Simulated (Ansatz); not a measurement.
**C₄H₇B: one species, many methods**

An exercise on one series of results from a longer session: the logs are not shown, and one member is left open.

Program: Ansatz 0.2.0, Gaussian basis. Level of theory: functionals in def2-TZVPP, the program's frozen cores in correlated methods. These are calculated values, not measurements.

The runs, in order: PBE-D4, r2SCAN-D4, PBE0-D4, B3LYP-D4, ωB97X-V, ωB97M-V, B2PLYP; CCSD(T)/def2-TZVPP; MP2/def2-QZVPP; extrapolation to the limit.

**The relaxed structure**

An earlier PBE0-D4 in a triple-zeta def2 set relaxation fixed the geometry.

12 atoms, charge 0, spin multiplicity 1.

Atoms are counted from 1 here; the program's logs count them from 0.

Bond lengths: B1–C2 1.676 Å, B1–C3 1.733 Å, B1–H6 1.198 Å, B1–H7 1.198 Å, C2–C3 1.409 Å, C2–H8 1.085 Å, C2–H9 1.085 Å, C3–C4 1.240 Å, C4–C5 1.453 Å, C5–H10 1.092 Å, C5–H11 1.092 Å, C5–H12 1.092 Å. Angles: C2–B1–C3 48.8°, C2–B1–H6 113.2°, C2–B1–H7 113.2°, C3–B1–H6 117.5°, C3–B1–H7 117.5°, H6–B1–H7 123.1°, B1–C2–C3 67.7°, B1–C2–H8 116.6°, B1–C2–H9 116.6°, C3–C2–H8 116.7°, C3–C2–H9 116.7°, H8–C2–H9 114.6°, B1–C3–C2 63.5°, B1–C3–C4 74.9°, C2–C3–C4 138.4°, C3–C4–C5 161.1°, C4–C5–H10 110.9°, C4–C5–H11 110.3° and more.

Set-up of the first run:

in.yaml

```yaml
crystal:
  periodic: [false, false, false]
  atoms:
    - {symbol: B, position_ang: [-0.983643, 0.156733, 0.633080]}
    - {symbol: C, position_ang: [-0.181870, -0.726764, 1.810611]}
    - {symbol: C, position_ang: [0.595676, -0.555592, 0.647628]}
    - {symbol: C, position_ang: [0.494451, -0.014708, -0.463638]}
    - {symbol: C, position_ang: [0.816508, 0.440182, -1.806003]}
    - {symbol: H, position_ang: [-1.065840, 1.323647, 0.893723]}
    - {symbol: H, position_ang: [-1.862416, -0.458670, 0.098835]}
    - {symbol: H, position_ang: [-0.555550, -1.726697, 2.005433]}
    - {symbol: H, position_ang: [0.134688, -0.182235, 2.694205]}
    - {symbol: H, position_ang: [1.820050, 0.121256, -2.094595]}
    - {symbol: H, position_ang: [0.099754, 0.037820, -2.525354]}
    - {symbol: H, position_ang: [0.765293, 1.529928, -1.860026]}
basis:
  gaussian: {orbitals: def2-TZVPP}
hamiltonian: {xc: pbe, dispersion: d4}
output: {forces: true, orbitals: {seedname: orbitals}}
```

The run is started by

```console
$ ansatz run in.yaml --threads 4 --pin off --events-out ev --progress --plain --max-ram 10444MiB
```

Steps of the session up to this table: PBE-D4 (GGA); r2SCAN-D4 (meta-GGA); PBE0-D4 (hybrid); B3LYP-D4 (hybrid); ωB97X-V (range-separated); ωB97M-V (range-separated); B2PLYP (double hybrid); CCSD(T) in def2-TZVPP; MP2 in def2-QZVPP.

One table of the session follows, with a row left open; its other results are not shown here.

```
            method  atoms, summed (eV)  atomisation energy (kcal/mol)
            PBE-D4           -4878.764                         1209.7
         r2SCAN-D4           -4883.571                         1184.9
           PBE0-D4           -4880.281                         1190.7
          B3LYP-D4           -4887.625                         1177.0
           ωB97X-V           -4885.630                         1174.5
           ωB97M-V           -4884.279                         1179.5
            B2PLYP                   ?                              ?
     HF/def2-TZVPP           -4865.421                          878.4
    MP2/def2-TZVPP           -4873.800                         1170.3
   CCSD/def2-TZVPP           -4876.587                         1126.9
CCSD(T)/def2-TZVPP           -4876.844                         1145.6
           MP2/CBS           -4875.199                         1195.2
       CCSD(T)/CBS           -4878.242                         1170.6
```

**Question.** Estimate the row for B2PLYP.

**Answer.** atoms, summed (eV): -4882.645; atomisation energy (kcal/mol): 1167.1. In the column «atoms, summed (eV)» it lies between r2SCAN-D4 (-4883.571) and PBE0-D4 (-4880.281).
